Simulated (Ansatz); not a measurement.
# H4OSn: the cost of one run

Method: RKS PBE0/def2-SVP, in Ansatz 0.2.0.

## (1) The starting structure

Bond lengths: Sn1–O2 2.160 Å, O2–H3 1.010 Å, Sn1–H4 1.940 Å, Sn1–H5 1.739 Å, Sn1–H6 1.739 Å. Angles: Sn1–O2–H3 74.6°, O2–Sn1–H4 38.9°, O2–Sn1–H5 123.2°, O2–Sn1–H6 123.2°, H4–Sn1–H5 122.7°, H4–Sn1–H6 122.7°, H5–Sn1–H6 109.5°.

As a file:

```xyz
6

Sn    0.0000    0.0000    0.0000
O     1.2811    0.0000    1.7390
H     0.3715   -0.2814    2.0762
H     1.8761    0.0000    0.4941
H    -0.8195    1.4198   -0.5794
H    -0.8195   -1.4198   -0.5794
```

## (2) A restrained relaxation towards end A

Springs on the bonds that form and break draw the guess towards this end; the thresholds are loose.

input.yaml reads:

```yaml
crystal:
  periodic: [false, false, false]
  atoms:
    - { symbol: Sn, position_ang: [0.0, 0.0, 0.0] }
    - { symbol: O, position_ang: [1.2811, 0.0, 1.739] }
    - { symbol: H, position_ang: [0.3715, -0.2814, 2.0762] }
    - { symbol: H, position_ang: [1.8761, 0.0, 0.4941] }
    - { symbol: H, position_ang: [-0.8195, 1.4198, -0.5794] }
    - { symbol: H, position_ang: [-0.8195, -1.4198, -0.5794] }
basis:
  gaussian: { orbitals: def2-SVP }
hamiltonian:
  xc: pbe0
relax:
  f_tol: 0.15
  max_steps: 25
  restrain:
    - { distance: [1, 3], at: 2.21, k: 30.0 }
    - { distance: [0, 1], at: 1.96, k: 30.0 }
    - { distance: [0, 3], at: 1.74, k: 30.0 }
```

The run is started by

```console
ansatz run input.yaml --threads 1 --pin off --max-ram 2048MiB --backend cpu --events-out ev --progress --plain --runs-dir out
```

Q: Estimate wall time and peak memory on 1 thread of Arm Neoverse V2, shared host.

About 15 s, with a peak of 0.11 GiB.
